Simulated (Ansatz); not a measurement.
**Ga3PN2: a single-point run**

Aim: a sound single-point run of Ga3PN2. The structure is shown as the input types it. The cell is built on a prototype (ordering on zincblende) and needn't be the phase found in nature.

Method: density functional or hybrid calculation with the settings of its input, plane waves (as first typed), in Ansatz 0.2.0.

## (1) The structure to begin with

The structure is trigonal, space group P3m1 (No. 156). Conventional cell: a = 3.396 Å, b = 3.396 Å, c = 8.445 Å, α = 90.00°, β = 90.00°, γ = 120.00°. N (site symmetry 3m) is surrounded by 4 Ga at 1.95 to 2.04 Å. Around N (site symmetry 3m) lie 4 Ga at 1.95 to 2.05 Å. P (site symmetry 3m) has 4 Ga at 2.22 to 2.34 Å as nearest neighbours. Around Ga (site symmetry 3m) lie 4 N at 1.95 to 2.04 Å. Around Ga (site symmetry 3m) lie 3 N at 2.05 Å and 1 P at 2.34 Å. Ga (site symmetry 3m) has 1 N at 1.95 Å and 3 P at 2.22 Å as nearest neighbours.

As a file:

```cif
data_structure
_symmetry_space_group_name_H-M 'P3m1'
_symmetry_Int_Tables_number 156
_cell_length_a 3.3963
_cell_length_b 3.3963
_cell_length_c 8.4453
_cell_angle_alpha 90.000
_cell_angle_beta 90.000
_cell_angle_gamma 120.000
_cell_volume 84.37
loop_
_atom_site_label
_atom_site_type_symbol
_atom_site_symmetry_multiplicity
_atom_site_Wyckoff_symbol
_atom_site_fract_x
_atom_site_fract_y
_atom_site_fract_z
_atom_site_occupancy
N1 N 1 a 0.00000 0.00000 0.01661 1
N2 N 1 b 0.33333 0.66667 0.31546 1
P1 P 1 c 0.66667 0.33333 0.66234 1
Ga1 Ga 1 b 0.33333 0.66667 0.08453 1
Ga2 Ga 1 c 0.66667 0.33333 0.38526 1
Ga3 Ga 1 a 0.00000 0.00000 0.78580 1
```

## (2) The calculation

File input.yaml:

```yaml
crystal:
  lattice:
    - [3.39634615, 0.0, 0.0]
    - [-1.698173075, 2.9413220459, 0.0]
    - [0.0, 0.0, 8.4453061272]
  atoms:
    - { symbol: "N", position: [0.0, 0.0, 0.0166058596] }
    - { symbol: "N", position: [0.3333333333, 0.6666666667, 0.3154627356] }
    - { symbol: P, position: [0.6666666667, 0.3333333333, 0.6623394877] }
    - { symbol: Ga, position: [0.3333333333, 0.6666666667, 0.0845341112] }
    - { symbol: Ga, position: [0.6666666667, 0.3333333333, 0.3852571604] }
    - { symbol: Ga, position: [0.0, 0.0, 0.7858006454] }
kpoints:
  mp_grid: { grid: [6, 6, 2] }
hamiltonian:
  xc: r2scan
scf:
  occupations: { method: fermi_dirac, width: 0.02 }
  n_extra_bands: 5
  max_iter: 5
output:
  forces: true
  stress: true
  eigenvalues: true
```

Command:

```bash
$ ansatz run input.yaml --threads 4 --pin off --max-ram 4608MiB --backend cpu --events-out ev --progress --plain --runs-dir out
```

**Question.** How will this run end, and is anything wrong with its input?

The SCF did not converge in 5 cycles. The density residual dr2 fell from 0.0706 to 2.8e-5 eV (threshold 1.0e-7) and was still falling. Its last energy is not a result.

In the input, scf.max_iter is 5. The run was allowed too few self-consistency cycles to reach its threshold.

What to do: delete scf.max_iter (the default then holds).
